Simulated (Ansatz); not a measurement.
# CHAlF2Se: basis-set convergence

One table from this session's results is given with a row withheld; the runs are named, their logs left out.

The runs use Ansatz 0.2.0, Gaussian basis; one geometry, several basis sets.

Plan: PBE0-D4/def2-SVP; ωB97M-V/def2-SVP; PBE0-D4/def2-QZVPP; ωB97M-V/def2-QZVPP; the functionals' def2-TZVPP values are taken from earlier runs.

**The relaxed structure**

All runs share one geometry, relaxed beforehand with PBE0-D4 in a triple-zeta def2 set.

SMILES `F[C]1(F)[AlH][Se]1`, 6 atoms, charge 0, spin multiplicity 1.

Atoms are counted from 1 here; the program's logs count them from 0.

Bond lengths: F1–C2 1.341 Å, C2–F3 1.341 Å, C2–Al4 1.942 Å, C2–Se5 2.100 Å, Al4–Se5 2.246 Å, Al4–H6 1.569 Å. Angles: F1–C2–F3 106.7°, F1–C2–Al4 125.4°, F1–C2–Se5 110.8°, F3–C2–Al4 125.4°, F3–C2–Se5 110.8°, Al4–C2–Se5 67.4°, C2–Al4–Se5 59.6°, C2–Al4–H6 150.0°, Se5–Al4–H6 150.3°, C2–Se5–Al4 53.0°.

The first run:

in.yaml reads:

```yaml
crystal:
  periodic: [false, false, false]
  atoms:
    - {symbol: F, position_ang: [1.067300, -0.801647, 1.349367]}
    - {symbol: C, position_ang: [0.303766, -0.659035, 0.255706]}
    - {symbol: F, position_ang: [0.070594, -1.893387, -0.214837]}
    - {symbol: Al, position_ang: [-0.704071, 0.933395, -0.213494]}
    - {symbol: Se, position_ang: [1.277437, 0.516921, -1.185473]}
    - {symbol: H, position_ang: [-1.972926, 1.839652, -0.037469]}
basis:
  gaussian: {orbitals: def2-SVP}
hamiltonian: {xc: pbe0, dispersion: d4}
output: {orbitals: {seedname: orbitals}}
```

Steps of the session up to this table: PBE0-D4 in def2-SVP; ωB97M-V in def2-SVP; PBE0-D4 in def2-QZVPP; ωB97M-V in def2-QZVPP.

One table of the session follows, with a row left open; its other results are not shown here.

It belongs to the step «Functionals by basis». 

```
functional       basis  HOMO (eV)  LUMO (eV)
   PBE0-D4    def2-SVP      -7.10      -1.79
   PBE0-D4  def2-TZVPP      -7.17      -1.85
   PBE0-D4  def2-QZVPP      -7.20      -1.88
   ωB97M-V    def2-SVP      -9.11      -0.06
   ωB97M-V  def2-TZVPP      -9.20      -0.20
   ωB97M-V  def2-QZVPP          ?          ?
```

Q: Estimate the row for ωB97M-V, def2-QZVPP from the others.

**Answer.** HOMO (eV): -9.24; LUMO (eV): -0.31. In the column «HOMO (eV)» it is the lowest.
